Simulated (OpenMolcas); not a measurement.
# Ag⁴⁺ among point charges: CASSCF and CASPT2 levels and susceptibility

How does a field of 3 point charges split the states of Ag⁴⁺, and what χT follows?

Program: OpenMolcas 26.06. Level of theory: state-averaged CASSCF and CASPT2, spin-orbit coupling by RASSI with atomic mean-field integrals. These are calculated values, not measurements, unless marked.

## Step 1: Starting point

| Item | Value |
| --- | --- |
| Species | Ag⁴⁺ (silver, Z = 47, 43 electrons) |
| Basis | ANO-RCC-VDZP [6s5p3d1f], 43 functions |
| Scalar Hamiltonian | DKH2, point nucleus |
| Inactive shells | 1s 2s 2p 3s 3p 3d 4s 4p |
| Active space | 7 electrons in 5 orbitals (4d) |
| Some configurations of this space | 4d⁷ |
| Orbitals | optimised for each spin and parity, averaged over all roots |

The outer shells:

4d7
```
4d [↑↓][↑↓][↑ ][↑ ][↑ ]
```

The ion sits among 3 point charges of -1.5 e arranged as a planar triangle (D3h), 2.19 Å from the ion.

The work runs as a chain of OpenMolcas steps in one folder; each step below is one input file. Labels, J, g values, rates, χT and fits are worked out afterwards by a script from the matrices that RASSI stores.

## Step 2: Basis and integrals

Contents of a.inp:

```
&GATEWAY
Coord
1

Ag 0.0 0.0 0.0
Basis=ANO-RCC-VDZP
Group=NoSym
NoMove
AngMom=0.0 0.0 0.0
AMFI
XField
3 Angstrom 0
2.190000 0.000000 0.000000 -1.500000
-1.095000 1.896596 0.000000 -1.500000
-1.095000 -1.896596 0.000000 -1.500000
&SEWARD
```

Run with:

```sh
OMP_NUM_THREADS=1 MOLCAS_MEM=1689 MOLCAS_PROJECT=a pymolcas a.inp > a.log
```

## Step 3: Reference wave functions, quartets, 10 roots

Contents of a.inp:

```
&RASSCF
FileOrb=start.orb
Symmetry=1
Spin=4
nActEl=7 0 0
Inactive=18
Ras2=5
CIRoot=10 10 1
SDav=10
CIMx=300
Iter=120 100
PrWF=0.3
OrbListing=Nothing
MaxOrb=0
>>> COPY $Project.JobIph JOB001
```

start.orb holds the contracted functions of the basis, ordered by shell, or the orbitals of the step before.

## Step 4: Reference wave functions, doublets, 40 roots

Contents of a.inp:

```
&RASSCF
FileOrb=start.orb
Symmetry=1
Spin=2
nActEl=7 0 0
Inactive=18
Ras2=5
CIRoot=40 40 1
SDav=40
CIMx=300
Iter=120 100
PrWF=0.3
OrbListing=Nothing
MaxOrb=0
>>> COPY $Project.JobIph JOB002
```

## Step 5: RASSI: spin-orbit coupling between the states

Contents of a.inp:

```
&RASSI
NrOfJobIphs=2 10 40
1 2 3 4 5 6 7 8 9 10
1 2 3 4 5 6 7 8 9 10 11 12 13 14 15 16 17 18 19 20 21 22 23 24 25 26 27
28 29 30 31 32 33 34 35 36 37 38 39 40
IphNames
JOB001
JOB002
EJob
SpinOrbit
DIPRint=1.0
SOCoupling=1000.0
Subsets=2
Property=9
'ANGMOM' 1 'ANGMOM' 2 'ANGMOM' 3 'MLTPL  1' 1 'MLTPL  1' 2 'MLTPL  1' 3
'AMFI' 1 'AMFI' 2 'AMFI' 3
SOProperty=3
'ANGMOM' 1 'ANGMOM' 2 'ANGMOM' 3
```

## Step 6: CASPT2: IPEA 0.25, imaginary shift 0.1 (closed shells correlated: 4s 4p)

Contents of a.inp:

```
>>> COPY JOB001 $Project.JobIph
&CASPT2
Multistate=10 1 2 3 4 5 6 7 8 9 10
NoMult
Frozen=14
IPEA=0.25
Imaginary=0.1
MaxIter=60
WThr=0.0 0.3 0.05
PrWF=0.5
NoMix
>>> COPY JOB002 $Project.JobIph
&CASPT2
Multistate=40 1 2 3 4 5 6 7 8 9 10 11 12 13 14 15 16 17 18 19 20 21 22
23 24 25 26 27 28 29 30 31 32 33 34 35 36 37 38 39 40
NoMult
Frozen=14
IPEA=0.25
Imaginary=0.1
MaxIter=60
WThr=0.0 0.3 0.05
PrWF=0.5
NoMix
```

(Steps that only read results are left out.)

What does the calculation give? Wanted: spin-free ground state; first state of the same spin within the active space; lowest level; next level.

**Answer**, as computed:

```
                                            quantity                                                                        value
                                              method  SS-CASPT2, IPEA 0.25, imaginary shift 0.1 (closed shells correlated: 4s 4p)
                              spin-free ground state                                              4A2, 1-fold in its orbital part
first state of the same spin within the active space                                                               4E at 609 cm⁻¹
                                        lowest level                                            2-fold E1/2, g = 1.53, 6.61, 6.61
                                          next level                                                                   403.0 cm⁻¹
                                         χT at 300 K                                                               4.64 cm³ K/mol
                           effective moment at 300 K                                                                      6.09 μB
```

Cost by method:

| method | time of its own steps | time with the reference |
| --- | --- | --- |
| A. CASSCF | 11 s | 11 s |
| B. SS-CASPT2, IPEA 0.25, imaginary shift 0.1, +4s 4p | 4.7 s | 16 s |

Times are of one thread on a shared host.

The spin-free ground state (4A2) comes to 97 % from free-ion F terms and keeps the highest spin of the shell. χT at 300 K is 4.64, against 1.88 cm³ K/mol for the spin alone, so orbital moment adds to it. An active space of the d shell alone favours high spin; real ions in strong fields can be low spin. CASPT2 does not keep the components of a term degenerate, and the means are used. The field of point charges can differ much from that of real complexes. With metal d orbitals alone active, the gaps between spin states are rough; where two lie within a few thousand cm-1, their order is open. This is an electrostatic model: the charges have no orbitals.
